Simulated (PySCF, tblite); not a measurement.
# C₅H₁₀Cl₂Si₂: geometry, infrared bands and NMR shifts

Aim: predict the infrared bands and NMR shifts of C₅H₁₀Cl₂Si₂ (`[SiH3]C[Si@@H](Cl)C1=C(Cl)CC1`).

The runs use tblite 0.8.0 and PySCF 2.14.0, with density-fitted response routines of our own; the level of theory stands in each step. All values are computed, except where a source is named. Atoms count from 0, in the outputs and in this text.

**1. Starting geometry**

19 atoms, charge 0, multiplicity 1; geometry from: force field or distance geometry start.

Bonds of the start (Å): Si0–C1 1.88, C1–Si2 1.85, Si2–Cl3 2.08, Si2–C4 1.85, C4–C5 1.33, C5–Cl6 1.78, C5–C7 1.47, C7–C8 1.50, C8–C4 1.47, Si0–H9 1.47, Si0–H10 1.48, Si0–H11 1.48, C1–H12 1.09, C1–H13 1.13, Si2–H14 1.48, C7–H15 1.11, C7–H16 1.13, C8–H17 1.12, C8–H18 1.12.

**2. Optimising the geometry with GFN2-xTB**

The job: settings as JSON, then the geometry in Å.

```
{"job": {"kind": "relax", "xc": "GFN2-xTB", "basis": "xTB"}, "charge": 0, "multiplicity": 1}
Si     2.863500     0.970800    -0.056200
C      1.873100    -0.334800    -0.970800
Si     0.646000    -1.204900     0.101300
Cl     1.250900    -1.377800     2.080900
C     -1.026000    -0.414800     0.055000
C     -1.528000     0.562900    -0.689600
Cl    -0.812800     1.568400    -1.969600
C     -2.879800     0.576600    -0.102300
C     -2.327700    -0.538600     0.730400
H      4.279100     0.627500    -0.245900
H      2.543700     2.282200    -0.661900
H      2.561900     0.952500     1.389100
H      1.408700     0.124900    -1.846800
H      2.590500    -1.134400    -1.334700
H      0.446400    -2.560800    -0.450000
H     -3.167900     1.503100     0.437700
H     -3.636800     0.254300    -0.873700
H     -2.806000    -1.538500     0.593900
H     -2.288600    -0.309200     1.820900
```

Command:

```bash
OMP_NUM_THREADS=1 python probes_run.py task.json out
```

One launch serves the whole session: the jobs run in the order shown.

**Question.** This job is followed by: GFN2-xTB harmonic vibrations, gas phase; GIAO PBE0/pcSseg-1 NMR shielding, non-relativistic, gas phase. What will the session give for the following? strongest single infrared mode (GFN2-xTB); zero-point energy (GFN2-xTB); 13C shifts against TMS (PBE0/pcSseg-1); 1H shifts against TMS (PBE0/pcSseg-1, means over atoms taken as alike); 29Si shifts against TMS (PBE0/pcSseg-1); 35Cl shifts against HCl (PBE0/pcSseg-1).

The runs gave:

| quantity | value |
| --- | --- |
| strongest single infrared mode (GFN2-xTB) | 2244 cm⁻¹, 377 km/mol |
| zero-point energy (GFN2-xTB) | 80.2 kcal/mol |
| 13C shifts against TMS (PBE0/pcSseg-1) | 157.5, 150.7, 41.3, 28.9, -4.0 ppm |
| 1H shifts against TMS (PBE0/pcSseg-1, means over atoms taken as alike) | 5.67, 4.01, 2.93, 2.90, 2.62, 2.46, 0.39, 0.23 ppm |
| 29Si shifts against TMS (PBE0/pcSseg-1) | -12.1, -78.2 ppm |
| 35Cl shifts against HCl (PBE0/pcSseg-1) | 267, -33 ppm |

In words: The optimisation took 148 steps and gained 0.536 eV; among the close pairs (by a distance rule), C5–Cl6 changed most, from 1.778 to 1.703 Å. All 51 modes are real, so the xTB geometry is a minimum. The strongest single mode, at 2244 cm⁻¹, moves mainly H9. GFN2-xTB is a fitted tight-binding method: band positions and strengths are rough. Its intensities can rank the bands wrongly. At PBE0/pcSseg-1: The widest tensor belongs to Cl6: span 514 ppm, with a paramagnetic part of -466 ppm.
